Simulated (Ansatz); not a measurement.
# CH2AlFO: shift of H6 from C3 to Al2, part 2 of 2

Wanted: the energy profile along the shift of H6 from C3 to Al2, from relaxed end points and a band of images. SMILES of the start: [F][Al]1[CH2][O]1.

Ansatz 0.2.0; RKS B3LYP/def2-SVP. The steps go on from the part before.

## 9. The log goes on: dynamics from the highest image of the converged band

Output, continued, shortened:

```text
md step    99: t =    49.50 fs  T =  2863.9 K  F+E_penalty+E_count = -12424.33143077 eV  E_kin = 1.480764 eV  conserved = -12422.85066720 eV  (29 SCF iters)
[...]
md step   124: t =    62.00 fs  T =  1627.8 K  F+E_penalty+E_count = -12423.69226439 eV  E_kin = 0.841646 eV  conserved = -12422.85061793 eV  (30 SCF iters)
[...]
md step   149: t =    74.50 fs  T =  2158.8 K  F+E_penalty+E_count = -12423.96606450 eV  E_kin = 1.116206 eV  conserved = -12422.84985864 eV  (30 SCF iters)
[...]
md step   174: t =    87.00 fs  T =  2415.4 K  F+E_penalty+E_count = -12424.09903140 eV  E_kin = 1.248868 eV  conserved = -12422.85016293 eV  (29 SCF iters)
[...]
md step   199: t =    99.50 fs  T =  1944.8 K  F+E_penalty+E_count = -12423.85604531 eV  E_kin = 1.005547 eV  conserved = -12422.85049868 eV  (30 SCF iters)
[...]
md step   200: t =   100.00 fs  T =  1935.1 K  F+E_penalty+E_count = -12423.85110193 eV  E_kin = 1.000549 eV  conserved = -12422.85055317 eV  (27 SCF iters)
Total energy: -12423.85131610 eV, -456.5681146779 hartree
Atom 0 at    -0.614280    -2.281624     0.974990 Å, force    -0.119872    -0.940880     0.390897 eV/Å
Atom 1 at    -0.124388    -0.899661     0.282273 Å, force    -2.106947     1.381306    -0.626026 eV/Å
Atom 2 at     0.401081     0.701682    -0.367326 Å, force     2.018040     0.665971    -2.185489 eV/Å
Atom 3 at    -0.861723     0.265702    -0.959617 Å, force    -0.204596    -1.420124     1.740727 eV/Å
Atom 4 at     1.103753     0.114127    -1.016301 Å, force     1.079748     1.012176    -0.057499 eV/Å
Atom 5 at     0.766194     1.763093    -0.475091 Å, force    -0.666372    -0.698448     0.737391 eV/Å
Dipole moment:     0.495344    -0.198802     0.205950 e Å
```

It took 6.8 min on 1 thread of Arm Neoverse V1, shared host; peak memory 0.12 GiB.

## 10. What the atoms did

The trajectory, every 8 steps (energies from step 0):

```csv
time (fs),T (K),potential energy change (meV/atom),total energy change (meV/atom),H6–C3 (Å),H6–Al2 (Å)
0.0,300,0.0,0.00,1.57,1.79
4.0,232,5.9,0.06,1.48,1.80
8.0,509,-17.9,0.15,1.35,1.85
12.0,1638,-115.6,-0.29,1.11,1.98
16.0,2823,-217.8,-0.36,1.11,2.31
20.0,3429,-269.8,-0.15,1.24,2.65
24.0,3011,-233.9,-0.34,1.04,2.74
28.0,1756,-125.9,-0.42,1.15,3.02
32.0,1343,-90.1,-0.28,1.21,3.17
36.0,1133,-71.7,0.14,1.02,3.02
40.0,1042,-64.0,-0.01,1.18,3.13
44.0,2393,-180.5,-0.19,1.20,3.07
48.0,3277,-256.8,-0.28,1.12,2.74
52.0,2083,-153.7,0.00,1.21,2.42
56.0,2304,-173.1,-0.45,1.14,2.13
60.0,1745,-124.6,-0.08,1.07,2.11
64.0,1417,-96.2,0.03,1.20,2.34
68.0,1848,-133.6,-0.14,1.18,2.45
72.0,2276,-170.5,-0.19,1.14,2.43
76.0,2068,-152.4,-0.05,1.13,2.38
80.0,2016,-147.8,0.05,1.06,2.48
84.0,2691,-206.4,-0.37,1.17,2.84
88.0,2361,-177.8,-0.23,1.19,3.04
92.0,1489,-102.4,0.12,1.07,2.97
96.0,1666,-117.8,-0.11,1.12,2.97
100.0,1935,-141.1,-0.18,1.13,2.91
```

time (fs), T (K) and a bar:
```
      0.0        300 #
      4.5        234 
      8.5        615 ###
     13.0       1762 ##############
     17.5       3215 ###########################
     21.5       3549 ##############################
     26.0       2371 ###################
     30.5        917 ######
     35.0       1456 ###########
     39.0       1059 #######
     43.5       2096 #################
     48.0       3277 ############################
     52.0       2083 #################
     56.5       2312 ###################
     61.0       1700 #############
     65.0       1411 ###########
     69.5       2056 ################
     74.0       2203 ##################
     78.5       1975 ################
     82.5       2560 #####################
     87.0       2415 ####################
     91.5       1611 ############
     95.5       1594 ############
    100.0       1935 ###############
```

Bonds that form or break, judged by distance (formed within 1.15 times the sum of covalent radii and held on average over 12 fs, broken when stretched by half; pairs already stretched at the start don't count as bonds):

```csv
time (fs),bond,event
11.0,C3–H6,forms
```

The last frame stands with the bonds of end A.

## 11. Dynamics from the top

It starts at the highest inner image of the first converged band: 200 steps of 0.5 fs at constant energy, with velocities drawn for 100 K.

input.yaml

```yaml
crystal:
  periodic: [false, false, false]
  atoms:
    - { symbol: F, position_ang: [-0.541093, -2.280929, 1.038356] }
    - { symbol: Al, position_ang: [-0.241936, -0.845303, 0.292809] }
    - { symbol: C, position_ang: [0.491703, 0.564206, -0.530784] }
    - { symbol: O, position_ang: [-0.767309, 0.248952, -1.03891] }
    - { symbol: H, position_ang: [0.929129, 1.549602, -0.743514] }
    - { symbol: H, position_ang: [0.129517, 0.763471, 0.982043] }
basis:
  gaussian: { orbitals: def2-SVP }
hamiltonian:
  xc: b3lyp
md:
  timestep: 0.5
  n_steps: 200
  ensemble: nve
  temperature: 100.0
  initial_velocities: maxwell_boltzmann
  seed: 6594
```

Run with:

```console
$ ansatz run input.yaml --threads 1 --pin off --max-ram 2048MiB --backend cpu --events-out ev --progress --plain --runs-dir out
```

Standard output, shortened:

```text
Warning: RAYON_NUM_THREADS=1 ignored (pool sized by the plan → 1); use --threads N
[...]
[... 1 set-up line as earlier in the session ...]
[...]
718 factors; integrals over basis functions are off by at most 3.2e-4 eV
[...]
mean field -12423.00458426 eV, -456.5369978567 hartree, gradient 3.7e-5 eV, S^2 0.000000; 0 other end points of the search recorded, 0 dependent functions left out
[...]
reference -12423.00480505 eV, -456.5370059703 hartree; 19, 19 occupied and 51, 51 virtual orbitals, 718 factors
md step     0: t =     0.00 fs  T =   100.0 K  F+E_penalty+E_count = -12423.00458426 eV  E_kin = 0.051704 eV  conserved = -12422.95288026 eV  (27 SCF iters)
[...]
md step    24: t =    12.00 fs  T =  1008.5 K  F+E_penalty+E_count = -12423.47410681 eV  E_kin = 0.521421 eV  conserved = -12422.95268571 eV  (31 SCF iters)
[...]
md step    48: t =    24.00 fs  T =  3227.4 K  F+E_penalty+E_count = -12424.62364319 eV  E_kin = 1.668679 eV  conserved = -12422.95496458 eV  (29 SCF iters)
[...]
md step    72: t =    36.00 fs  T =  1503.2 K  F+E_penalty+E_count = -12423.73432564 eV  E_kin = 0.777237 eV  conserved = -12422.95708817 eV  (30 SCF iters)
[...]
md step    96: t =    48.00 fs  T =  3055.4 K  F+E_penalty+E_count = -12424.53621339 eV  E_kin = 1.579769 eV  conserved = -12422.95644480 eV  (27 SCF iters)
md step    97: t =    48.50 fs  T =  3195.6 K  F+E_penalty+E_count = -12424.60865039 eV  E_kin = 1.652270 eV  conserved = -12422.95638020 eV  (30 SCF iters)
md step    98: t =    49.00 fs  T =  3261.9 K  F+E_penalty+E_count = -12424.64216735 eV  E_kin = 1.686528 eV  conserved = -12422.95563979 eV  (29 SCF iters)
```

## 12. The log goes on: dynamics from the highest image of the converged band

Output, continued, shortened:

```text
md step    99: t =    49.50 fs  T =  3271.2 K  F+E_penalty+E_count = -12424.64593425 eV  E_kin = 1.691352 eV  conserved = -12422.95458257 eV  (29 SCF iters)
[...]
md step   124: t =    62.00 fs  T =  1679.5 K  F+E_penalty+E_count = -12423.82099063 eV  E_kin = 0.868394 eV  conserved = -12422.95259634 eV  (29 SCF iters)
[...]
md step   149: t =    74.50 fs  T =  2210.6 K  F+E_penalty+E_count = -12424.09738993 eV  E_kin = 1.142948 eV  conserved = -12422.95444231 eV  (29 SCF iters)
[...]
md step   174: t =    87.00 fs  T =  2887.2 K  F+E_penalty+E_count = -12424.44749574 eV  E_kin = 1.492783 eV  conserved = -12422.95471264 eV  (29 SCF iters)
[...]
md step   199: t =    99.50 fs  T =  1628.7 K  F+E_penalty+E_count = -12423.79678550 eV  E_kin = 0.842082 eV  conserved = -12422.95470305 eV  (30 SCF iters)
[...]
md step   200: t =   100.00 fs  T =  1677.4 K  F+E_penalty+E_count = -12423.82183165 eV  E_kin = 0.867281 eV  conserved = -12422.95455058 eV  (28 SCF iters)
Total energy: -12423.82204907 eV, -456.5670391343 hartree
Atom 0 at    -0.623772    -2.266099     0.967065 Å, force    -0.036148    -0.962335     0.428015 eV/Å
Atom 1 at    -0.127397    -0.892533     0.261844 Å, force    -1.735650     1.616756    -0.156205 eV/Å
Atom 2 at     0.426542     0.751753    -0.359597 Å, force     1.352558    -0.179445    -0.854639 eV/Å
Atom 3 at    -0.880536     0.195102    -0.928027 Å, force     1.324095    -0.290057     0.793667 eV/Å
Atom 4 at     1.235686     0.152600    -0.827928 Å, force     0.499538     0.272944    -0.959648 eV/Å
Atom 5 at     0.888950     1.765150    -0.560766 Å, force    -1.404392    -0.457863     0.748810 eV/Å
Dipole moment:     0.547863    -0.177853     0.140527 e Å
```

Run time: 6.8 min. Hardware: 1 thread of Arm Neoverse V1, shared host; peak memory 0.12 GiB.

## 13. The trajectory

One step in 15; energies are changes from step 0:

```csv
time (fs),T (K),potential energy change (meV/atom),total energy change (meV/atom),H6–C3 (Å),H6–Al2 (Å)
0.0,100,0.0,0.00,1.57,1.79
7.5,182,-7.1,0.05,1.49,1.83
15.0,1685,-136.7,-0.16,1.05,2.03
22.5,2991,-249.2,-0.08,1.27,2.74
30.0,1888,-154.8,-0.64,1.13,3.01
37.5,1253,-99.9,-0.53,1.03,3.03
45.0,1409,-112.7,0.10,1.26,3.14
52.5,2765,-230.1,-0.39,1.15,2.56
60.0,2141,-176.4,-0.53,1.07,2.13
67.5,1217,-96.2,0.01,1.27,2.38
75.0,2145,-176.4,-0.16,1.07,2.26
82.5,2249,-185.3,-0.11,1.13,2.55
90.0,2080,-170.7,-0.11,1.19,3.09
97.5,1194,-94.3,0.04,1.05,2.92
100.0,1677,-136.2,-0.28,1.13,2.96
```

time (fs), T (K) and a bar:
```
      0.0        100 
      4.5        101 
      8.5        259 ##
     13.0       1357 #############
     17.5       2503 ########################
     21.5       2951 #############################
     26.0       3070 ##############################
     30.5       1619 ###############
     35.0       1262 ############
     39.0        837 #######
     43.5        975 #########
     48.0       3055 ##############################
     52.0       2943 #############################
     56.5       1909 ##################
     61.0       1854 ##################
     65.0       1519 ##############
     69.5       1412 #############
     74.0       2250 ######################
     78.5       1791 #################
     82.5       2249 ######################
     87.0       2887 ############################
     91.5       1654 ################
     95.5       1104 ##########
    100.0       1677 ################
```

Bonds that form or break, judged by distance (formed within 1.15 times the sum of covalent radii and held on average over 12 fs, broken when stretched by half; pairs already stretched at the start don't count as bonds):

```csv
time (fs),bond,event
13.0,C3–H6,forms
```

The last frame stands with the bonds of end A.

## 14. Summary of results

What follows sums up all 2 parts.

```
                         quantity                               value
                            end A             6 moves, 0.069 eV lower
                            end B            12 moves, 6.772 eV lower
                 barrier forwards                             2.06 eV
                barrier backwards                             2.39 eV
     second end relative to first                           -0.338 eV
                    highest image               3 of 0 to 6, climbing
                  band iterations                                  14
       imaginary modes at the top                          1074i cm⁻¹
trajectory at 300 K, after 100 fs  with the bonds of end A, at 1935 K
trajectory at 100 K, after 100 fs  with the bonds of end A, at 1677 K
```

The top lies 2.06 eV above the first end, or 80 kT at room temperature. Going back costs 2.39 eV, since the second end is 0.34 eV below the first. By distance, end A alone has C3–H6 and end B alone has Al2–H6. One imaginary mode, as a first-order saddle point has. These are electronic energies, with no zero-point or thermal terms. Tunnelling, which matters where hydrogen moves, is missing too.
